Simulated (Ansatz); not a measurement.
BiTe:

```
Bi Te
1.0
     0.00000    3.23500    3.23500
     3.23500    0.00000    3.23500
     3.23500    3.23500    0.00000
Bi Te
1 1
Direct
  0.00000 0.00000 0.00000
  0.50000 0.50000 0.50000
```

| Quantity | Value |
| --- | --- |
| Program | Ansatz 0.2.0 |
| Task | relaxation of cell and atoms |
| Functional | PBEsol |
| Dispersion | D3(BJ) |
| Potentials or basis | Ansatz PAW |
| Cutoff | 420 eV (not typed: the program's choice for these potentials) |
| k mesh | 7 × 7 × 7 |
| Occupations | fermi-dirac, width 0.05 eV |
| Spin | no spin polarisation |

At the start: volume 33.86 Å³/atom.

Question: How do energy, volume and symmetry change on relaxing?

Answer: It ends after 5 steps and the volume is 31.47 Å³/atom (-7.1 %); space group Fm-3m (No. 225, to 0.05 Å).

Step by step:
```tsv
step	energy change (eV)	largest force (eV/Å)	volume (Å³)
1	0.0000	0.0000	67.71
2	-0.0426	0.0000	60.57
3	-0.0590	0.0000	63.23
4	-0.0593	0.0000	62.93
5	-0.0584	0.0000	62.93
```

Final structure:
```xyz
2
Lattice="0.0000 3.1571 3.1571 3.1571 0.0000 3.1571 3.1571 3.1571 0.0000" Properties=species:S:1:pos:R:3 pbc="T T T"
Bi    0.0000    0.0000    0.0000
Te    3.1571    3.1571    3.1571
```

Caveat: the plane-wave basis is chosen anew once the cell has moved, so the energies of steps on either side of that aren't comparable; pairwise dispersion overbinds metals, which lowers pressure and volume; the PAW data sets come from PBE, with cores solved anew for the run's functional, which leaves a small shift of forces and pressure.
